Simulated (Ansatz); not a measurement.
Crystal: LaBi2ClO4.

```
Bi La Cl O
1.0
     3.98890    0.00000    0.00000
     0.00000    3.98890    0.00000
     0.00000    0.00000    9.33319
Bi La Cl O
2 1 1 4
Direct
  0.50000 0.50000 0.72162
  0.50000 0.50000 0.27838
  0.00000 0.00000 0.00000
  0.00000 0.00000 0.50000
  0.50000 0.00000 0.83834
  0.50000 0.00000 0.16166
  0.00000 0.50000 0.83834
  0.00000 0.50000 0.16166
```

The cell is a database's computed one.

```yaml
Program: Ansatz 0.2.0
Task: single point
Functional: PBEsol
Potentials_or_basis: Ansatz PAW
Cutoff: "420 eV (not typed: the program's choice for these potentials)"
k_mesh: 7 × 7 × 3
Occupations: fermi-dirac, width 0.05 eV
Spin: no spin polarisation
```

On this cell: pressure -4.2 GPa; largest force 0.340 eV/Å; band gap on the k mesh 1.29 eV, indirect (least direct gap 1.60 eV).

The same run follows on a disturbed copy (atoms moved at random, drawn with an rms of 0.05 Å):

```xyz
8
Lattice="3.9889 0.0000 0.0000 0.0000 3.9889 0.0000 0.0000 0.0000 9.3332" Properties=species:S:1:pos:R:3 pbc="T T T"
Bi    1.9800    1.9802    6.7302
Bi    2.0333    1.9653    2.6188
La   -0.0497   -0.0013    0.0135
Cl   -0.0018   -0.0043    4.6898
O     1.9640   -0.0132    7.8390
O     2.0062    0.0053    1.5187
O    -0.0145    1.9962    7.8425
O     0.0186    1.9309    1.4715
```

Q: What changes?

A: The energy moves by +7.7 meV/atom; pressure -4.4 GPa; largest force 0.804 eV/Å; band gap on the k mesh 1.29 eV, indirect (least direct gap 1.46 eV).

Forces on the atoms (eV/Å):
```
Bi  -0.039  0.016  0.717
Bi  -0.077  0.028 -0.761
La   0.324 -0.191 -0.259
Cl  -0.013  0.013 -0.065
O    0.047  0.053 -0.286
O   -0.121 -0.266  0.359
O   -0.074 -0.104 -0.369
O   -0.046  0.451  0.663
```

Stress tensor (GPa, compression positive):
```
-4.85  0.02 -0.36
 0.02 -4.27  0.45
-0.36  0.45 -4.18
```

Caveats: odd divisions of the mesh miss points on the zone boundary, where band edges often lie, so the gap on the mesh can be too wide; spin-orbit coupling is left out, which as a rule narrows the gap of such compounds by several tenths of an eV; the PAW data sets come from PBE, with cores solved anew for the run's functional, which leaves a small shift of forces and pressure.

A k mesh can miss the band edges.
